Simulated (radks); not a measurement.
# Mo²⁺ in [Kr] 4d4: an all-electron calculation

Aim: the levels, the sizes of the orbitals and the parts of the energy of the molybdenum ion Mo2+.

Program: radks (a radial shooting solver on a logarithmic mesh, Libxc functionals) version 1. Level of theory: scalar-relativistic Kohn-Sham, exchange-only B88, spin-polarised, spherical densities, finite nucleus; open shells are filled with parallel spins first. These are calculated values, not measurements, unless marked.

### Step 1. The system

- element: molybdenum (Z = 42)
- charge: +2
- electrons: 40
- configuration: [Kr] 4d4
- nuclear rms radius: 4.4091 fm

The outer shells:

Mo²⁺
```
[Kr] core
4d [↑ ][↑ ][↑ ][↑ ][  ]
```

### Step 2. The run

Input:

```text
Z 42
configuration [Kr] 4d4
relativity scalar-relativistic
functional b88,
spin polarised
nucleus finite rms 4.4091 fm
c 137.035999084
```

Launch:

```
> python run_ks.py task.json out
```

The same process makes all the runs of this session.

Q: Predict the outcome of this run.

**Answer**, as computed:

| quantity | value |
| --- | --- |
| total energy | -4046.38848 hartree |
| exchange-correlation share of it | 3.01 % |
| −T/E | 1.0315 |
| highest occupied level | 4d up, -21.126 eV |
| most extended occupied level | 4d up, <r> = 1.73 bohr |
| radius at density 0.001 e/bohr³ | 3.61 bohr |
| maxima of the radial density | 4 |
| ionisation energy, NIST | 27.1 (semi-emp.) eV |

4 principal shells are occupied and 4 maxima appear in the radial density. −T/E is 1.032: with relativity the kinetic term as defined here no longer equals −E. Minus the highest eigenvalue, 21.126 eV, is 78 % of the tabulated ionisation energy (27.1 eV); the potential of a semilocal functional falls off too fast, so its top eigenvalue is too shallow. Open shells are spherical and high-spin; term and fine-structure splittings are not resolved.
